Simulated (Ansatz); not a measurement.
This script drives Ansatz's Python interface.

The script, `bh6pssi.py`:
```python
"""Stretching a bond of BH6PSSi, the rest held rigid."""

import warnings

import ansatz as az
import numpy as np

GEOMETRY = """
Si   -1.61190    0.38880    0.15650
S    -0.30050    0.81740   -1.48950
B     0.90160   -0.54280   -0.98840
P     2.36900   -0.15880    0.20590
H    -0.88870    0.57160    1.42420
H    -2.09050   -0.99840    0.05890
H    -2.76130    1.30490    0.11550
H     0.76040   -1.63620   -1.41190
H     1.85000    1.13550    0.61340
H     1.77190   -0.88190    1.31530
"""

warnings.simplefilter("ignore", az.DeckWarning)

molecule = az.Crystal.molecule()
for line in GEOMETRY.strip().splitlines():
    symbol, *xyz = line.split()
    molecule = molecule.atom(symbol, [float(v) for v in xyz])

symbols = [site.symbol for site in molecule.cartesian_sites]
start = np.array([site.position_ang for site in molecule.cartesian_sites])
axis = (start[7] - start[2]) / np.linalg.norm(start[7] - start[2])
moving = [7]
lengths, energies = [1.0, 1.09, 1.18, 1.3, 1.48, 1.77, 2.13, 2.6], []
for length in lengths:
    xyz = start.copy()
    xyz[moving] += (length - np.linalg.norm(start[7] - start[2])) * axis
    point = az.Crystal.molecule()
    for symbol, place in zip(symbols, xyz):
        point = point.atom(symbol, place.tolist())
    calculation = (
        point.calculation()
        .basis(gaussian="def2-SVP")  # the orbital basis, by name
        .functional("b3lyp")
    )
    report = calculation.run(threads=1).report
    energies.append(report["free_energy_ev"])
    print(f"r = {length:6.3f} A  E = {energies[-1]:.5f} eV  <S^2> = {abs(report['mean_field']['state']['spin_squared']):.3f}")

print("energy above the lowest point (eV):", [round(e - min(energies), 3) for e in energies])
```

It is started by `python bh6pssi.py`. How long does it take on 1 thread of Arm Neoverse V2 (shared host), and how much memory does it need?

It took about 22 s, with a peak of 0.26 GiB, for 8 runs of the engine.

```console
$ python bh6pssi.py
r =  1.000 A  E = -28767.74012 eV  <S^2> = 0.000
r =  1.090 A  E = -28768.25801 eV  <S^2> = 0.000
r =  1.180 A  E = -28768.43921 eV  <S^2> = 0.000
r =  1.300 A  E = -28768.35621 eV  <S^2> = 0.000
r =  1.480 A  E = -28767.86785 eV  <S^2> = 0.000
r =  1.770 A  E = -28766.79619 eV  <S^2> = 0.000
r =  2.130 A  E = -28765.54672 eV  <S^2> = 0.000
r =  2.600 A  E = -28764.31756 eV  <S^2> = 0.000
energy above the lowest point (eV): [0.699, 0.181, 0.0, 0.083, 0.571, 1.643, 2.892, 4.122]
```

Total energies depend on the basis set; only differences at equal settings carry meaning. The rest of the molecule is held rigid at a force-field or estimated start geometry, and the basis set is modest; single-reference methods fail as a bond breaks. b3lyp holds the VWN-RPA fit, as in Gaussian; the form of ORCA and Turbomole is b3lyp5. The orbitals are restricted, so S² is zero by construction. Toward dissociation an unrestricted state can lie under the restricted one, by tenths of an eV for polar bonds under a functional and by 1 to 2 eV or more for others.
